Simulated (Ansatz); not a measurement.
# ZnW: the cost of one run

Method: DFT PBE, scalar-relativistic, plane waves, PAW, in Ansatz 0.2.0.

## 1. The structure to begin with

Symmetry: Cmcm, No. 63, orthorhombic system. Conventional cell: a = 3.559 Å, b = 9.392 Å, c = 3.535 Å, α = 90.00°, β = 90.00°, γ = 90.00°. Zn (site symmetry m2m) has 7 W at 2.56 to 2.86 Å as nearest neighbours. Around W (site symmetry m2m) lie 2 W at 2.00 Å.

As a file:

```xyz
4
Lattice="1.7797 -4.6958 0.0000 1.7797 4.6958 0.0000 0.0000 0.0000 3.5354" Properties=species:S:1:pos:R:3 pbc="T T T"
Zn    1.7797   -3.3246    2.6515
Zn    1.7797    3.3246    0.8838
W     1.7797   -0.4696    2.6515
W     1.7797    0.4696    0.8838
```

This is candidate A: CrB type (Cmcm, No. 63).

(A quick probe on a coarse mesh, which set the mesh and smearing, is not shown.)

## 3. Rough relaxation on the coarse mesh (candidate A)

File input.yaml:

```yaml
crystal:
  lattice:
    - [1.7797164864, -4.6958059995, 0.0]
    - [1.7797164864, 4.6958059995, 0.0]
    - [0.0, 0.0, 3.53538275]
  atoms:
    - { symbol: Zn, position: [0.854, 0.146, 0.75] }
    - { symbol: Zn, position: [0.146, 0.854, 0.25] }
    - { symbol: W, position: [0.55, 0.45, 0.75] }
    - { symbol: W, position: [0.45, 0.55, 0.25] }
basis:
  ecutwfc: 420
kpoints:
  mp_grid: { grid: [6, 6, 6] }
hamiltonian:
  xc: pbe
scf:
  occupations: { method: gaussian, width: 0.1 }
  lower_state_search: "off"
output:
  forces: true
  stress: true
  eigenvalues: true
relax:
  adjacent_minimum: "off"
  f_tol: 0.04
  max_steps: 70
  cell: { stress_tol: 0.4 }
```

On the command line:

```console
$ ansatz run input.yaml --threads 1 --pin off --max-ram 2560MiB --backend cpu --events-out ev --progress --plain --runs-dir out
```

**Question.** How long does this run take on 1 thread of Arm Neoverse N1, shared host, and how much memory does it need?

About 3.1 min, with a peak of 0.4 GiB.
